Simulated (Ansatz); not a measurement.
# CH6GaNS: the cost of one run

Computed with Ansatz 0.2.0, Gaussian basis. Level: the settings change from run to run.

**1. The molecule**

The geometry comes from an earlier relaxation with PBE0-D4 in a triple-zeta def2 set; it is a stationary point, not always the lowest conformer.

10 atoms, charge 0, spin multiplicity 1.

Atoms are counted from 1 here; the program's logs count them from 0.

Bond lengths: C1–Ga2 1.955 Å, C1–H5 1.090 Å, C1–H6 1.092 Å, C1–H7 1.092 Å, Ga2–N3 1.815 Å, Ga2–S4 2.213 Å, N3–H8 1.005 Å, N3–H9 1.005 Å, S4–H10 1.343 Å. Angles: Ga2–C1–H5 111.0°, Ga2–C1–H6 110.3°, Ga2–C1–H7 110.3°, H5–C1–H6 108.6°, H5–C1–H7 108.6°, H6–C1–H7 107.9°, C1–Ga2–N3 122.9°, C1–Ga2–S4 120.7°, N3–Ga2–S4 116.4°, Ga2–N3–H8 124.5°, Ga2–N3–H9 123.5°, H8–N3–H9 112.0°, Ga2–S4–H10 94.9°.

Coordinates:

```xyz
10
charge 0, multiplicity 1
C    -0.9701    1.3594    0.6031
Ga   -0.0168   -0.0970   -0.2865
N     1.1982   -1.1429    0.5641
S    -0.3831   -0.5491   -2.4219
H    -1.6446    1.8649   -0.0881
H    -1.5550    0.9730    1.4403
H    -0.2620    2.0912    0.9972
H     1.7020   -1.8975    0.1321
H     1.4445   -1.0312    1.5324
H     0.4869   -1.5708   -2.4727
```

**2. rPW86-PBE/def2-TZVPP**

Set apart from the defaults: D3(BJ) with three-body dispersion, high accuracy.

The input, in.yaml:

```yaml
crystal:
  periodic: [false, false, false]
  atoms:
    - {symbol: C, position_ang: [-0.970090, 1.359431, 0.603081]}
    - {symbol: Ga, position_ang: [-0.016845, -0.096956, -0.286509]}
    - {symbol: N, position_ang: [1.198169, -1.142935, 0.564058]}
    - {symbol: S, position_ang: [-0.383147, -0.549103, -2.421863]}
    - {symbol: H, position_ang: [-1.644554, 1.864894, -0.088082]}
    - {symbol: H, position_ang: [-1.554969, 0.973049, 1.440329]}
    - {symbol: H, position_ang: [-0.262002, 2.091159, 0.997243]}
    - {symbol: H, position_ang: [1.702048, -1.897523, 0.132064]}
    - {symbol: H, position_ang: [1.444474, -1.031246, 1.532401]}
    - {symbol: H, position_ang: [0.486916, -1.570770, -2.472712]}
basis:
  gaussian: {orbitals: def2-TZVPP}
hamiltonian: {xc: {name: rPW86-PBE}, dispersion: d3bjatm}
accuracy: high
```

Launch:

```
$ ansatz run in.yaml --threads 2 --pin off --events-out ev --progress --plain --max-ram 22528MiB --backend cpu
```

**Question.** How long does this run take on 2 threads of AMD EPYC 7R13, shared host, and how much memory does it need?

About 24 s, with a peak of 1.5 GiB.
